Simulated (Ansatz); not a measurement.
Input of an Ansatz 0.2.0 run:

The input input.yaml:

```yaml
crystal:
  lattice:
    - [1.759951, -10.170256, 0.0]
    - [1.759951, 10.170256, 0.0]
    - [0.0, 0.0, 3.527636]
  atoms:
    - { symbol: Cl, position: [0.086598, 0.913402, 0.5] }
    - { symbol: Cl, position: [0.913402, 0.086598, 0.5] }
    - { symbol: Na, position: [0.668989, 0.331011, 0.0] }
    - { symbol: Na, position: [0.331011, 0.668989, 0.0] }
    - { symbol: Na, position: [0.5, 0.5, 0.0] }
hamiltonian:
  xc: pbe
  pseudopotentials: { kind: paw }
kpoints:
  mp_grid: { grid: [8, 8, 8] }
  band_path:
    path:
      - [[0.0, 0.0, 0.0], [0.2574864752, 0.2574864752, 0.0], [0.0, 0.5, 0.0], [0.0, 0.5, 0.5], [0.2574864752, 0.2574864752, 0.5], [0.0, 0.0, 0.5], [0.0, 0.0, 0.0], [-0.5, 0.5, 0.0], [-0.2574864752, 0.7425135248, 0.0], [-0.2574864752, 0.7425135248, 0.5], [-0.5, 0.5, 0.5], [-0.5, 0.5, 0.0]]
      - [[0.0, 0.0, 0.5], [-0.5, 0.5, 0.5]]
    npoints: 14
scf:
  occupations: { method: fermi_dirac, width: 0.05 }
  n_extra_bands: 12
output:
  forces: true
  stress: true
  eigenvalues: true
  fatbands: false
```

Potentials or basis: Ansatz PAW.

The run is started by

```bash
$ ansatz run input.yaml --threads 2 --pin off --max-ram 5632MiB --backend cpu --events-out ev --progress --plain --runs-dir out
```

(1) Estimate the largest force.

(2) What does it give for the band gap on the k mesh?

(3) Predict the pressure.

## Answers

(1) 0.009 eV/Å.

(2) none (metal or under the smearing width).

(3) 0.1 GPa.

Caveat: an odd number of electrons without spin polarisation forces a metal; a magnetic or distorted state may lie lower.
